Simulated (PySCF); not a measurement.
**Se¹⁵⁺, Br¹⁶⁺: fine-structure interval with spin-orbit coupling**

Wanted: the fine-structure interval of these ions, up a ladder of methods.

The numbers are computed with PySCF 2.14.0 (two-component X2C-1e, generalised determinants), except any that are marked as measured or tabulated.

## Step 1: What is computed

- Elements: selenium (Z = 34), bromine (Z = 35)
- Basis: one for each species, given in its step
- Hamiltonian: two-component X2C-1e, Gaussian nucleus, no Breit or QED terms; spin-orbit coupling, run by run: screened by Boettger's factors; bare
- Core shells frozen in the correlated runs: [Ne] (for Se¹⁵⁺)
- State 1: Se¹⁵⁺ 3d J=5/2: [Ar] 3d1; 3d5/2 filled at m_j = +5/2
- State 2: Br¹⁶⁺ 3d J=5/2: [Ar] 3d1; 3d5/2 filled at m_j = +5/2
- Needed too, but not shown: Se¹⁵⁺ [Ar] 3d1 (2D), Br¹⁶⁺ [Ar] 3d1 (2D)
- Methods: GHF, GMP2

Outer shells as boxes (Hund's rule):

Se15+ [Ar] 3d1
```
[Ar] core
3d [↑ ][  ][  ][  ][  ]
```

Br16+ [Ar] 3d1
```
[Ar] core
3d [↑ ][  ][  ][  ][  ]
```

All steps ran in one process of a driver on top of PySCF, which takes the settings above as its task.

The integrals over 121 functions and the set-up took 1.3 s of CPU time.

## Step 2: Se¹⁵⁺ 3d J=5/2: the ladder of methods

Basis: an even-tempered Gaussian basis (17 s from 1.3 bohr⁻², ratio 2.8; 12 p from 1.7 bohr⁻², ratio 2.8; 8 d from 1.7 bohr⁻², ratio 2.8; 4 f from 5.1 bohr⁻², ratio 3).

**GHF (screened spin-orbit)**

Standard output:

```text
cycle= 1 E= -2318.5908285527  delta_E= -2.32e+03  |FDS-SDF|= 0.0744
cycle= 2 E= -2318.6026272173  delta_E= -0.0118  |FDS-SDF|= 0.00773
cycle= 3 E= -2318.6028770128  delta_E= -0.00025  |FDS-SDF|= 0.00115
cycle= 4 E= -2318.6028826199  delta_E= -5.61e-06  |FDS-SDF|= 0.000187
cycle= 5 E= -2318.6028827978  delta_E= -1.78e-07  |FDS-SDF|= 2.83e-05
cycle= 6 E= -2318.6028828027  delta_E= -4.92e-09  |FDS-SDF|= 1e-06
cycle= 7 E= -2318.6028828027  delta_E= -5.46e-12  |FDS-SDF|= 7.76e-08
```

CPU time 10 s on a shared host, the integrals not counted.

Occupied spinors:

| spinor shell | electrons | mean energy (eV) | weight of the nominal j | rms radius (bohr) |
| --- | --- | --- | --- | --- |
| 1s1/2 | 2 | -13248.7 | 1.000 | 0.0508 |
| 2s1/2 | 2 | -2209.3 | 1.000 | 0.211 |
| 2p1/2 | 2 | -2028.8 | 0.999 | 0.185 |
| 2p3/2 | 4 | -1987.1 | 1.000 | 0.189 |
| 3s1/2 | 2 | -681.44 | 1.000 | 0.551 |
| 3p1/2 | 2 | -613.36 | 0.950 | 0.548 |
| 3p3/2 | 4 | -606.52 | 0.975 | 0.554 |
| 3d5/2 | 1 | -517.55 | 1.000 | 0.513 |

M_J = 5/2, ⟨J²⟩ = 8.753, ⟨L²⟩ = 6.004, ⟨S²⟩ = 0.752.

**GMP2 (screened spin-orbit)**

The driver printed no log here.

It used 1.2 s of CPU time after the integrals (shared host).

With 9 electrons correlated and 76 very high virtual spinors dropped, the MP2 correlation energy is -0.34394 hartree. Largest pairs: 3p1/2-3p3/2 -0.1053, 3p3/2-3p3/2 -0.0917, 3d5/2-3p3/2 -0.0362, 3p3/2-3s1/2 -0.0303, 3p1/2-3p1/2 -0.0298.

**GHF (bare spin-orbit)**

Standard output:

```text
cycle= 1 E= -2318.5983414011  delta_E= -2.32e+03  |FDS-SDF|= 0.0749
cycle= 2 E= -2318.6101614206  delta_E= -0.0118  |FDS-SDF|= 0.00774
cycle= 3 E= -2318.6104111431  delta_E= -0.00025  |FDS-SDF|= 0.00115
cycle= 4 E= -2318.6104167819  delta_E= -5.64e-06  |FDS-SDF|= 0.000188
cycle= 5 E= -2318.6104169608  delta_E= -1.79e-07  |FDS-SDF|= 2.84e-05
cycle= 6 E= -2318.6104169657  delta_E= -4.93e-09  |FDS-SDF|= 1.01e-06
cycle= 7 E= -2318.6104169657  delta_E= -6.37e-12  |FDS-SDF|= 7.92e-08
```

It used 10 s of CPU time after the integrals (shared host).

Occupied spinors:

| spinor shell | electrons | mean energy (eV) | weight of the nominal j | rms radius (bohr) |
| --- | --- | --- | --- | --- |
| 1s1/2 | 2 | -13248.7 | 1.000 | 0.0508 |
| 2s1/2 | 2 | -2209.4 | 1.000 | 0.211 |
| 2p1/2 | 2 | -2030.7 | 0.999 | 0.185 |
| 2p3/2 | 4 | -1986.3 | 1.000 | 0.189 |
| 3s1/2 | 2 | -681.45 | 1.000 | 0.551 |
| 3p1/2 | 2 | -613.71 | 0.955 | 0.547 |
| 3p3/2 | 4 | -606.38 | 0.977 | 0.554 |
| 3d5/2 | 1 | -517.31 | 1.000 | 0.514 |

M_J = 5/2, ⟨J²⟩ = 8.753, ⟨L²⟩ = 6.005, ⟨S²⟩ = 0.753.

## Step 3: Br¹⁶⁺ 3d J=5/2, method by method

Basis: an even-tempered Gaussian basis (17 s from 1.5 bohr⁻², ratio 2.8; 12 p from 1.9 bohr⁻², ratio 2.8; 8 d from 1.9 bohr⁻², ratio 2.8; 4 f from 5.8 bohr⁻², ratio 3).

**GHF (screened spin-orbit)**

Standard output:

```text
cycle= 1 E= -2475.2114340436  delta_E= -2.48e+03  |FDS-SDF|= 0.0782
cycle= 2 E= -2475.2232418910  delta_E= -0.0118  |FDS-SDF|= 0.00774
cycle= 3 E= -2475.2234766644  delta_E= -0.000235  |FDS-SDF|= 0.00112
cycle= 4 E= -2475.2234819958  delta_E= -5.33e-06  |FDS-SDF|= 0.000183
cycle= 5 E= -2475.2234821613  delta_E= -1.65e-07  |FDS-SDF|= 2.68e-05
cycle= 6 E= -2475.2234821656  delta_E= -4.28e-09  |FDS-SDF|= 9.36e-07
cycle= 7 E= -2475.2234821656  delta_E= -4.55e-12  |FDS-SDF|= 7.52e-08
```

CPU time 10 s on a shared host, the integrals not counted.

Occupied spinors:

| spinor shell | electrons | mean energy (eV) | weight of the nominal j | rms radius (bohr) |
| --- | --- | --- | --- | --- |
| 1s1/2 | 2 | -14121.0 | 1.000 | 0.0492 |
| 2s1/2 | 2 | -2389.3 | 1.000 | 0.204 |
| 2p1/2 | 2 | -2201.8 | 0.999 | 0.179 |
| 2p3/2 | 4 | -2154.3 | 1.000 | 0.182 |
| 3s1/2 | 2 | -749.81 | 1.000 | 0.530 |
| 3p1/2 | 2 | -678.39 | 0.958 | 0.525 |
| 3p3/2 | 4 | -670.36 | 0.979 | 0.531 |
| 3d5/2 | 1 | -577.03 | 1.000 | 0.490 |

M_J = 5/2, ⟨J²⟩ = 8.753, ⟨L²⟩ = 6.004, ⟨S²⟩ = 0.753.

**GMP2 (screened spin-orbit)**

This step left no log, only its results.

It used 1.2 s of CPU time after the integrals (shared host).

With 9 electrons correlated and 76 very high virtual spinors dropped, the MP2 correlation energy is -0.34922 hartree. Largest pairs: 3p1/2-3p3/2 -0.1071, 3p3/2-3p3/2 -0.0939, 3d5/2-3p3/2 -0.0362, 3p1/2-3p1/2 -0.0306, 3p3/2-3s1/2 -0.0304.

**GHF (bare spin-orbit)**

Standard output:

```text
cycle= 1 E= -2475.2204989740  delta_E= -2.48e+03  |FDS-SDF|= 0.0788
cycle= 2 E= -2475.2323309069  delta_E= -0.0118  |FDS-SDF|= 0.00775
cycle= 3 E= -2475.2325656410  delta_E= -0.000235  |FDS-SDF|= 0.00113
cycle= 4 E= -2475.2325710023  delta_E= -5.36e-06  |FDS-SDF|= 0.000183
cycle= 5 E= -2475.2325711687  delta_E= -1.66e-07  |FDS-SDF|= 2.68e-05
cycle= 6 E= -2475.2325711730  delta_E= -4.29e-09  |FDS-SDF|= 9.45e-07
cycle= 7 E= -2475.2325711730  delta_E= -4.55e-12  |FDS-SDF|= 7.7e-08
```

It used 10 s of CPU time after the integrals (shared host).

Occupied spinors:

| spinor shell | electrons | mean energy (eV) | weight of the nominal j | rms radius (bohr) |
| --- | --- | --- | --- | --- |
| 1s1/2 | 2 | -14121.0 | 1.000 | 0.0492 |
| 2s1/2 | 2 | -2389.3 | 1.000 | 0.204 |
| 2p1/2 | 2 | -2203.9 | 0.999 | 0.179 |
| 2p3/2 | 4 | -2153.4 | 1.000 | 0.182 |
| 3s1/2 | 2 | -749.81 | 1.000 | 0.530 |
| 3p1/2 | 2 | -678.78 | 0.963 | 0.525 |
| 3p3/2 | 4 | -670.19 | 0.981 | 0.531 |
| 3d5/2 | 1 | -576.77 | 1.000 | 0.490 |

M_J = 5/2, ⟨J²⟩ = 8.753, ⟨L²⟩ = 6.005, ⟨S²⟩ = 0.753.

## Step 4: The energy differences

Fine-structure interval: Se¹⁵⁺ [Ar] 3d1 [3d3/2^1, M_J = 3/2] → Se¹⁵⁺ [Ar] 3d1 [3d5/2^1, M_J = 5/2].

| method | value (eV) |
| --- | --- |
| GHF (screened spin-orbit) | 1.418 |
| GMP2 (screened spin-orbit) | 1.390 |
| GHF (bare spin-orbit) | 2.004 |

Fine-structure interval: Br¹⁶⁺ [Ar] 3d1 [3d3/2^1, M_J = 3/2] → Br¹⁶⁺ [Ar] 3d1 [3d5/2^1, M_J = 5/2].

| method | value (eV) |
| --- | --- |
| GHF (screened spin-orbit) | 1.679 |
| GMP2 (screened spin-orbit) | 1.652 |
| GHF (bare spin-orbit) | 2.347 |

The differences also use runs on Se¹⁵⁺ [Ar] 3d1 (2D), Br¹⁶⁺ [Ar] 3d1 (2D), which are not shown here.

## Step 5: Outcome

```
                                 quantity                                                                 value
fine-structure interval, Se¹⁵⁺ → 3d J=5/2  GHF (screened spin-orbit) 1.418, GMP2 (screened spin-orbit) 1.390 eV
fine-structure interval, Br¹⁶⁺ → 3d J=5/2  GHF (screened spin-orbit) 1.679, GMP2 (screened spin-orbit) 1.652 eV
```

For the first difference the methods span 0.614 eV, from GMP2 (screened spin-orbit) (1.390) to GHF (bare spin-orbit) (2.004). No reference value is at hand in this session. All values hold for this basis alone; no basis-set limit was taken.
